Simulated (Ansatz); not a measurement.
# SbH₂+ (singlet): wave-function methods side by side at scale of all distances = 0.867, def2-SVP

One table from this session's results is given with a row withheld; the runs are named, their logs left out.

Program: Ansatz 0.2.0, Gaussian basis. Level of theory: def2-SVP, core rule «outside noble gas», up to 9 orbitals frozen. These are calculated values, not measurements.

The runs, in order: UHF; CCSD(T) on RHF; CCSD(T) on UHF; BCCD(T) on RHF; CISD; CCSDT(Q) on RHF; CCSDT(Q) on UHF; CCSDTQ on RHF; CASSCF and MRCISD+Q, 2 electrons in 2 orbitals; CASSCF and NEVPT2, 2 electrons in 2 orbitals; CASSCF and MRCISD+Q, 6 electrons in 6 orbitals; CASSCF and NEVPT2, 6 electrons in 6 orbitals; Full CI.

20 further runs of the same task are left out: 16 that didn't finish, 4 set aside as unsound or not needed.

**What is computed**

The geometry derives from a PBE0/def2-TZVP stationary point (not a proven minimum). All distances are scaled together. No spin-orbit coupling is included. Elements past krypton take def2 core potentials.

3 atoms, charge 1, spin multiplicity 1.

Atoms are counted from 1 here; the program's logs count them from 0.

Bond lengths: Sb1–H2 1.481 Å, Sb1–H3 1.481 Å. Angles: H2–Sb1–H3 90.2°.

The first run:

in.yaml

```yaml
crystal:
  periodic: [false, false, false]
  atoms:
    - {symbol: Sb, position_ang: [0.000000, -0.017029, 0.000000]}
    - {symbol: H, position_ang: [0.000000, 1.028527, -1.049303]}
    - {symbol: H, position_ang: [0.000000, 1.028578, 1.049253]}
basis:
  gaussian: {orbitals: def2-SVP}
total_charge: 1
magnetization: {spin_polarized: true, initial_magnetization: 0}
hamiltonian: {xc: hf}
output: {orbitals: {seedname: orbitals}}
```

Started as:

```console
$ ansatz run in.yaml --threads 1 --pin off --events-out ev --progress --plain --max-ram 2393MiB
```

Steps of the session up to this table: UHF; CCSD(T) on RHF; CCSD(T) on UHF; BCCD(T) on RHF; CISD; CCSDT(Q) on RHF; CCSDT(Q) on UHF; CCSDTQ on RHF; CASSCF and MRCISD+Q, 2 electrons in 2 orbitals; CASSCF and NEVPT2, 2 electrons in 2 orbitals; CASSCF and MRCISD+Q, 6 electrons in 6 orbitals; CASSCF and NEVPT2, 6 electrons in 6 orbitals; Full CI.

One of the session's tables, all rows but one given; the rest of the session is left out.

| method | from FCI (meV) |
| --- | --- |
| RHF | +2774.9 |
| UHF | +2754.7 |
| RMP2 | +688.8 |
| RCCSD | +54.3 |
| RCCSD(T) | +12.6 |
| BCCD(T) | +12.5 |
| RCCSDT | +2.0 |
| RCCSDT(Q) | +0.4 |
| RCCSDTQ | 0.0 |
| CASSCF pair | +2337.5 |
| NEVPT2 pair | +615.4 |
| CASSCF valence | +1553.0 |
| NEVPT2 valence | ? |
| MRCISD valence | +34.4 |
| MRCISD+Q valence | -12.8 |
| FCI | 0 |

**Question.** Estimate the row for NEVPT2 valence.

**Answer.** from FCI (meV): +449.9. In the column «from FCI (meV)» it lies between RCCSD (+54.3) and NEVPT2 pair (+615.4).

Not comparable, so not listed: CCSD(T) on UHF; CASSCF and MRCISD+Q, 2 electrons in 2 orbitals (they don't share determinant, frozen orbitals or solution with the rows shown, or repeat one).

To keep in mind: MRCISD+Q valence falls below full CI: the +Q correction isn't variational, and the cores differ from full CI's. Warnings in the runs' records: passed over end.
